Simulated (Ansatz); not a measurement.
Ag3Au:

```
CELL_PARAMETERS angstrom
-2.05950 2.05950 4.09760
2.05950 -2.05950 4.09760
2.05950 2.05950 -4.09760
ATOMIC_POSITIONS crystal
Au 0.00000 0.00000 0.00000
Ag 0.50000 0.50000 0.00000
Ag 0.25000 0.75000 0.50000
Ag 0.75000 0.25000 0.50000
```

The cell comes from a database or a generator and needn't be the stable form of this composition.

Base run:

* Program: Ansatz 0.2.0
* Functional: LDA
* Potentials or basis: all-electron LAPW, scalar-relativistic
* Cutoff: 223 eV
* Density cutoff: 893 eV
* Basis error allowed: 0.002 eV/atom
* k mesh: 9 × 9 × 9
* Occupations: fermi-dirac, width 0.05 eV
* Spin: no spin polarisation

Its results: pressure -9.3 GPa.

Task: The run is repeated on the same cell with these changes: functional from LDA to PBEsol. What comes out?

Result: Pressure -4.7 GPa.

PBEsol binds less tightly than LDA, so the same cell stands under more pressure.

Not every run made on this cell is shown here.
